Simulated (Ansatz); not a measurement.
# LuIO: the cost of one run

All numbers are computed with Ansatz 0.2.0 through its Python package. The levels of theory stand in the script.

## Step 1: The structure

It takes space group P4/nmm (No. 129, tetragonal). The conventional cell has a = 3.858 Å, b = 3.858 Å, c = 9.189 Å, α = 90.00°, β = 90.00°, γ = 90.00°. Around Lu (site symmetry 4mm) lie 4 O at 2.20 Å. Around I (site symmetry 4mm) lie 4 Lu at 3.31 Å. Around O (site symmetry -4m2) lie 4 Lu at 2.20 Å.

The script holds or builds the structure itself.

## Step 2: The script

Contents of xc_luio.py:

```python
from dataclasses import dataclass
import warnings

import ansatz as az


@dataclass(frozen=True)
class Settings:
    filling: str = "fixed"
    kgrid: tuple[int, ...] = (6, 6, 4)


opts = Settings()

warnings.simplefilter("ignore", az.DeckWarning)

lattice = az.Lattice.of(
    [3.8585, 0.0, 0.0],
    [0.0, 3.8585, 0.0],
    [0.0, 0.0, 9.189],
)
sites = [
    ("Lu", [0.0, 0.5, 0.38386]),
    ("Lu", [0.5, 0.0, 0.61614]),
    ("I", [0.5, 0.0, 0.17918]),
    ("I", [0.0, 0.5, 0.82082]),
    ("O", [0.0, 0.0, 0.5]),
    ("O", [0.5, 0.5, 0.5]),
]
structure = az.Crystal(lattice=lattice)
for symbol, position in sites:
    structure = structure.atom(symbol, position)

base = (
    structure.calculation()
    .occupations(opts.filling)
    .kpoints(*opts.kgrid)
    .basis(19 * az.Ha)
    .stress()
)

rows = []
for value in ["pbesol", "lda", "blyp"]:
    report = base.functional(value).run(threads=1, pin="off").report
    rows.append((value, report["free_energy_ev"] / len(report["lattice"]["sites"]), report["n_iterations"], sum(report["stress_gpa"][i][i] for i in range(3)) / 3, report["n_kpoints"]))

print("  functional   F/atom (eV)    iterations       P (GPa)      k-points")
for row in rows:
    print(f"{str(row[0]):>12s}  {row[1]:12.5f}  {row[2]:12d}  {row[3]:12.3f}  {row[4]:12d}")
```

## Step 3: The calls as engine input

The package turns the script's settings into the engine's input (first run):

```yaml
crystal:
  lattice:
    - [3.8585, 0.0, 0.0]
    - [0.0, 3.8585, 0.0]
    - [0.0, 0.0, 9.189]
  atoms:
    - { symbol: Lu, position: [0.0, 0.5, 0.38386] }
    - { symbol: Lu, position: [0.5, 0.0, 0.61614] }
    - { symbol: I, position: [0.5, 0.0, 0.17918] }
    - { symbol: I, position: [0.0, 0.5, 0.82082] }
    - { symbol: O, position: [0.0, 0.0, 0.5] }
    - { symbol: O, position: [0.5, 0.5, 0.5] }
basis:
  ecutwfc: 517.016338673772
kpoints:
  mp_grid:
    grid: [6, 6, 4]
hamiltonian:
  xc: pbesol
scf:
  occupations:
    method: fixed
output:
  stress: true
```

## Step 4: Running it

The run is started by

```sh
python xc_luio.py
```

**Question.** How long does this script take on 1 thread of Arm Neoverse V1, shared host, and how much memory does it need?

About 58 s, with a peak of 0.62 GiB.
